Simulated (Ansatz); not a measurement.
# TiB2: the cost of one run

Computed with Ansatz 0.2.0 through its Python package. Level of theory: DFT PBEsol, plane waves, PAW.

## 1. The structure

The structure is hexagonal, space group P6/mmm (No. 191). Conventional cell: a = 3.029 Å, b = 3.029 Å, c = 3.228 Å, α = 90.00°, β = 90.00°, γ = 120.00°. Ti (site symmetry 6/mmm) has 12 B at 2.38 Å as nearest neighbours. B (site symmetry -6m2) is surrounded by 3 B at 1.75 Å and 6 Ti at 2.38 Å.

No structure file is read: the coordinates are typed or built in the script.

## 2. Script

run_eos.py reads:

```python
import warnings

import ansatz as az
import numpy as np

VECTORS = np.array([
    [3.0292, 0.0, 0.0],
    [-1.5146, 2.623364, 0.0],
    [0.0, 0.0, 3.2284],
])
SITES = [
    ("Ti", (0.0, 0.0, 0.0)),
    ("B", (1 / 3, 2 / 3, 0.5)),
    ("B", (2 / 3, 1 / 3, 0.5)),
]


def make_crystal(cell):
    crystal = az.Crystal(lattice=az.Lattice.of(cell))
    for symbol, position in SITES:
        crystal = crystal.atom(symbol, position)
    return crystal


def main() -> None:
    warnings.simplefilter("ignore", az.DeckWarning)

    volumes, energies, pressures = [], [], []
    for scale in np.linspace(0.88, 1.12, 7):
        cell = VECTORS * scale ** (1 / 3)
        model = (
            make_crystal(cell).calculation()
            .functional("PBEsol")
            .basis(38 * az.Ry)
            .scf(tolerance=1e-10)
            .occupations(az.OccupationsMethod.METHFESSEL_PAXTON)
            .kpoints(11, 11, 9)
            .stress()
        )
        rep = model.run(threads=1).report
        volumes.append(abs(np.linalg.det(cell)) / len(SITES))
        energies.append(rep["free_energy_ev"] / len(SITES))
        pressures.append(np.trace(rep["stress_gpa"]) / 3)
        print(f"V = {volumes[-1]:8.4f} A^3/atom  F = {energies[-1]:.5f} eV/atom  P = {pressures[-1]:8.3f} GPa")

    x = np.array(volumes) ** (-2 / 3)
    poly = np.polynomial.Polynomial.fit(x, energies, 3).convert()
    roots = poly.deriv().roots()
    x0 = min((r.real for r in roots if abs(r.imag) < 1e-9 and poly.deriv(2)(r.real) > 0), key=lambda r: abs(r - x.mean()))
    v0 = x0 ** -1.5
    b0 = 4 / 9 * poly.deriv(2)(x0) * v0 ** (-7 / 3) * 160.21766
    b1 = 4 + 2 / 3 * x0 * poly.deriv(3)(x0) / poly.deriv(2)(x0)
    print(f"V0 = {v0:.4f} A^3/atom, B0 = {b0:.1f} GPa, dB/dP = {b1:.2f}")


if __name__ == "__main__":
    main()
```

## 3. The calls as engine input

The engine receives this input (first run):

```yaml
crystal:
  lattice:
    - [2.902833806202917, 0.0, 0.0]
    - [-1.4514169031014585, 2.513927672380731, 0.0]
    - [0.0, 0.0, 3.0937239733082986]
  atoms:
    - { symbol: Ti, position: [0.0, 0.0, 0.0] }
    - { symbol: B, position: [0.3333333333333333, 0.6666666666666666, 0.5] }
    - { symbol: B, position: [0.6666666666666666, 0.3333333333333333, 0.5] }
basis:
  ecutwfc: 517.016338673772
kpoints:
  mp_grid:
    grid: [11, 11, 9]
hamiltonian:
  xc: pbesol
scf:
  convergence:
    dr2_threshold: 1.0e-10
  occupations:
    method: methfessel_paxton
output:
  stress: true
```

## 4. Launch

Started as:

```console
python run_eos.py
```

**Question.** How long does this script take on 1 thread of Arm Neoverse V2, shared host, and how much memory does it need?

About 12 s, with a peak of 0.39 GiB.
